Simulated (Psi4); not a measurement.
# triplet KLi at 4 levels

Aim: a comparison of 4 runs (UB3LYP/6-31G*, U-wB97X-V/def2-TZVP, UOMP2/def2-TZVP, UMP3/def2-TZVP) of triplet KLi. 

Program for the calculation: Psi4 1.11.

1 further run of the same task is left out (set aside as unsound or not needed).

## (1) The molecule

KLi has 2 atoms, charge 0, and is taken as a triplet. As SMILES of the parent species, `[Li][K]`. The bond length is the one measured for the parent species. That shape belongs to the parent species and isn't relaxed for this state.

Bond lengths: Li1–K2 3.270 Å.

## (2) A single-point energy at UB3LYP/6-31G(d) (spherical functions) (run 1)

Contents of calc.py:

```python
import psi4

psi4.set_memory(1600000000)
psi4.set_num_threads(1)
psi4.set_output_file('output.dat', False)

mol = psi4.geometry("""
0 3
Li     0.000000     0.000000     0.000000
K      0.000000     0.000000     3.270000
units angstrom
symmetry c1
no_reorient
no_com
""")

options = {'basis': '6-31G*', 'reference': 'uks', 'puream': True, 'e_convergence': 1e-09, 'd_convergence': 1e-08, 'scf_type': 'pk', 'dft_radial_points': 99, 'dft_spherical_points': 590, 'maxiter': 100}
psi4.set_options(options)

e_tot, wfn = psi4.energy("B3LYP", molecule=mol, return_wfn=True)
psi4.oeprop(wfn, "WIBERG_LOWDIN_INDICES", "DIPOLE", "LOWDIN_CHARGES")
print(f'B3LYP energy: {e_tot:.10f} Eh')
for k, v in sorted(psi4.core.scalar_variables().items()):
    print(f'{k:45s} {v:18.10f}')
```

Launch:

```console
$ python calc.py
```

output.dat:

```text
[...]
  Running in c1 symmetry.
[...]
  Nuclear repulsion =    9.224189910761467
[...]
  Multiplicity = 3
[...]
  Nalpha       = 12
  Nbeta        = 10
[...]
    Number of basis functions: 36
[...]
   @UKS iter   1:  -607.36632716333338   -1.43835e-01   8.46294e-04 ADIIS/DIIS
[...]
   @UKS iter   9:  -607.37017301492210   -1.93268e-12   2.50959e-09 DIIS
[...]
   @S^2 Observed:                2.000023229E+00
[...]
  @UKS Final Energy:  -607.37017301492210
   => Energetics <=
    Nuclear Repulsion Energy =              9.2241899107614671
    One-Electron Energy =                -851.8304451981676948
    Two-Electron Energy =                 263.6511910513057160
    DFT Exchange-Correlation Energy =     -28.4151087788216401
    Empirical Dispersion Energy =           0.0000000000000000
    VV10 Nonlocal Energy =                  0.0000000000000000
    Total Energy =                       -607.3701730149221021
[...]
 Multipole Moments:
 ------------------------------------------------------------------------------------
     Multipole            Electronic (a.u.)      Nuclear  (a.u.)        Total (a.u.)
 ------------------------------------------------------------------------------------
 L = 1.  Multiply by 2.5417464519 to convert [e a0] to [Debye]
 Dipole X            :         -0.0000010            0.0000000           -0.0000010
 Dipole Y            :         -0.0000007            0.0000000           -0.0000007
 Dipole Z            :       -117.3409602          117.4086842            0.0677240
 Magnitude           :                                                    0.0677240
[...]
```

On the terminal:

```text
B3LYP energy: -607.3701730149 Eh
CURRENT ENERGY                                   -607.3701730149
CURRENT REFERENCE ENERGY                         -607.3701730149
DD SOLVATION ENERGY                                 0.0000000000
DFT FUNCTIONAL TOTAL ENERGY                      -607.3701730149
DFT TOTAL ENERGY                                 -607.3701730149
DFT VV10 ENERGY                                     0.0000000000
DFT XC ENERGY                                     -28.4151087788
GRID ELECTRONS ALPHA                               11.9999999916
GRID ELECTRONS BETA                                 9.9999999947
GRID ELECTRONS TOTAL                               21.9999999863
NUCLEAR REPULSION ENERGY                            9.2241899108
ONE-ELECTRON ENERGY                              -851.8304451982
PCM POLARIZATION ENERGY                             0.0000000000
PE ENERGY                                           0.0000000000
SCF ITERATION ENERGY                             -607.3701730149
SCF ITERATIONS                                      9.0000000000
SCF TOTAL ENERGY                                 -607.3701730149
TWO-ELECTRON ENERGY                               263.6511910513
XC GRID RADIAL POINTS                              99.0000000000
XC GRID SPHERICAL POINTS                          590.0000000000
XC GRID TOTAL POINTS                           110982.0000000000
```

It took 6.6 s on 1 thread of Intel Xeon Platinum 8259CL at 2.50GHz (Skylake/Cascade Lake), shared host; peak memory 0.32 GiB.

## (3) A single-point energy at U-wB97X-V/def2-TZVP (run 2)

Contents of kli.xyz:

```xyz
2
KLi
Li     0.000000     0.000000     0.000000
K      0.000000     0.000000     3.270000
```

Contents of run.py:

```python
import psi4

psi4.set_memory('1600 MB')
psi4.set_num_threads(1)
psi4.core.set_output_file('psi4.out', False)

with open('kli.xyz') as f:
    atoms = ''.join(f.readlines()[2:])
mol = psi4.geometry('0 3\n' + atoms + 'symmetry c1\nno_reorient\nno_com')

psi4.set_options({
    'basis': 'def2-TZVP',
    'reference': 'uks',
    'puream': True,
    'e_convergence': 1e-09,
    'd_convergence': 1e-08,
    'scf_type': 'pk',
    'dft_radial_points': 99,
    'dft_spherical_points': 590,
    'maxiter': 100,
})

E = psi4.energy("wb97x-v")
print(f'total energy {E:.8f} hartree = {E * 27.211386:.5f} eV')
for k, v in sorted(psi4.core.scalar_variables().items()):
    print(f'{k:45s} {v:18.10f}')
```

Launch:

```console
$ python run.py
```

psi4.out:

```text
[...]
  Running in c1 symmetry.
[...]
  Nuclear repulsion =    9.224189910761467
[...]
  Multiplicity = 3
[...]
  Nalpha       = 12
  Nbeta        = 10
[...]
    Number of basis functions: 47
[...]
   @UKS iter   1:  -607.28019547003066   -2.28568e-01   1.44583e-03 DIIS/ADIIS
[...]
   @UKS iter  16:  -607.28826168343926   -2.95586e-11   6.56945e-09 DIIS
[...]
   @S^2 Observed:                2.000128380E+00
[...]
  @UKS Final Energy:  -607.28826168343926
   => Energetics <=
    Nuclear Repulsion Energy =              9.2241899107614671
    One-Electron Energy =                -851.9247346934216694
    Two-Electron Energy =                 261.9611449749995700
    DFT Exchange-Correlation Energy =     -26.6424320727756978
    Empirical Dispersion Energy =           0.0000000000000000
    VV10 Nonlocal Energy =                  0.0935701969970742
    Total Energy =                       -607.2882616834392593
[...]
 Multipole Moments:
 ------------------------------------------------------------------------------------
     Multipole            Electronic (a.u.)      Nuclear  (a.u.)        Total (a.u.)
 ------------------------------------------------------------------------------------
 L = 1.  Multiply by 2.5417464519 to convert [e a0] to [Debye]
 Dipole X            :          0.0000001            0.0000000            0.0000001
 Dipole Y            :          0.0000001            0.0000000            0.0000001
 Dipole Z            :       -117.5028153          117.4086842           -0.0941311
 Magnitude           :                                                    0.0941311
[...]
```

On the terminal:

```text
total energy -607.28826168 hartree = -16525.15530 eV
CURRENT ENERGY                                   -607.2882616834
CURRENT REFERENCE ENERGY                         -607.2882616834
DD SOLVATION ENERGY                                 0.0000000000
DFT FUNCTIONAL TOTAL ENERGY                      -607.2882616834
DFT TOTAL ENERGY                                 -607.2882616834
DFT VV10 ENERGY                                     0.0935701970
DFT XC ENERGY                                     -26.6424320728
GRID ELECTRONS ALPHA                               11.9999999905
GRID ELECTRONS BETA                                 9.9999999891
GRID ELECTRONS TOTAL                               21.9999999796
NUCLEAR REPULSION ENERGY                            9.2241899108
ONE-ELECTRON ENERGY                              -851.9247346934
PCM POLARIZATION ENERGY                             0.0000000000
PE ENERGY                                           0.0000000000
SCF ITERATION ENERGY                             -607.2882616834
SCF ITERATIONS                                     16.0000000000
SCF TOTAL ENERGY                                 -607.2882616834
TWO-ELECTRON ENERGY                               261.9611449750
XC GRID RADIAL POINTS                              99.0000000000
XC GRID SPHERICAL POINTS                          590.0000000000
XC GRID TOTAL POINTS                           110529.0000000000
```

Wall time 20 s (1 thread of Intel Xeon Platinum 8259CL at 2.50GHz (Skylake/Cascade Lake), shared host); peak memory 0.36 GiB.

Run 3 isn't shown in full; the table further down has it.

## (4) The energy at UMP3/def2-TZVP (run 4)

Contents of input.inp:

```
memory 1.6 GB

molecule {
  0 3
  Li
  K 1 3.27
  symmetry c1
  no_reorient
  no_com
}

set reference uhf
set puream true
set e_convergence 1e-09
set d_convergence 1e-08
set scf_type pk
set num_frozen_docc 5
set maxiter 100
set mp_type conv

energy("mp3/def2-TZVP")
print_variables()
```

Launch:

```console
$ psi4 input.inp input.out -n 1
```

input.out:

```text
[...]
  Running in c1 symmetry.
[...]
  Nuclear repulsion =    9.224189910761467
[...]
  Multiplicity = 3
[...]
  Nalpha       = 12
  Nbeta        = 10
[...]
    Number of basis functions: 47
[...]
   @UHF iter   1:  -606.55803866173642   -2.49913e-01   1.09233e-03 DIIS/ADIIS
[...]
   @UHF iter  15:  -606.57073958950127   -9.27685e-11   8.99173e-09 DIIS
[...]
   @S^2 Observed:                2.000202990E+00
[...]
  @UHF Final Energy:  -606.57073958950127
   => Energetics <=
    Nuclear Repulsion Energy =              9.2241899107614671
    One-Electron Energy =                -851.7825389406253862
    Two-Electron Energy =                 235.9876094403626041
    Total Energy =                       -606.5707395895013860
  UHF NO Occupations:
  HONO-2 :   10  A 1.9999674
  HONO-1 :   11  A 1.0000000
[...]
 Multipole Moments:
 ------------------------------------------------------------------------------------
     Multipole            Electronic (a.u.)      Nuclear  (a.u.)        Total (a.u.)
 ------------------------------------------------------------------------------------
 L = 1.  Multiply by 2.5417464519 to convert [e a0] to [Debye]
 Dipole X            :          0.0000006            0.0000000            0.0000006
 Dipole Y            :          0.0000015            0.0000000            0.0000015
 Dipole Z            :         -2.5438624            2.2058040           -0.3380583
 Magnitude           :                                                    0.3380583
[...]
	SCS-MP2 Total Energy (a.u.)        :  -606.76012965632685
	SOS-MP2 Total Energy (a.u.)        :  -606.75847715504290
[...]
	SOS-PI-MP2 Total Energy (a.u.)     :  -606.77291850623840
[...]
	MP2 Total Energy (a.u.)            :  -606.76343465889499
[...]
	SCS-MP3 Total Energy (a.u.)        :  -606.76422242835974
[...]
	MP3 Total Energy (a.u.)            :  -606.77980574702678
[...]
```

It took 4.2 s on 1 thread of Intel Xeon Platinum 8259CL at 2.50GHz (Skylake/Cascade Lake), shared host; peak memory 0.22 GiB.

## (5) Overview of the runs

```csv
run,level,properties,frozen core orbitals,energy (Eh),HOMO energy (eV),LUMO energy (eV),⟨S²⟩,wall time
1,UB3LYP/6-31G* (spherical functions),"(wiberg, dipole, lowdin)",0,-607.370173,-2.55,-2.30,2.000,6.6 s
2,U-wB97X-V/def2-TZVP,–,0,-607.288262,-3.69,0.44,2.000,20 s
3,UOMP2/def2-TZVP (density fitting for correlation),–,5,-606.765091,-3.57,0.03,2.000,21 s
4,UMP3/def2-TZVP,–,5,-606.779806,-3.57,0.03,2.000,4.2 s
```

## (6) Summary of results

```
                                                         quantity          value
                                              run 4: total energy  -606.77981 Eh
run 4: HOMO energy (Hartree–Fock orbitals) (highest over α and β)       -3.57 eV
 run 4: LUMO energy (Hartree–Fock orbitals) (lowest over α and β)        0.03 eV
               run 4: correlation energy (5 core orbitals frozen)     -209.1 mEh
                         run 4: ⟨S²⟩ of the reference determinant          2.000
```

In words: Totals of different functionals can't be ranked against each other. All runs together took 53 s, the longest 21 s.

Huber and Herzberg's tables give the ground state of this molecule as 1Σ+; the runs here treat another spin state.
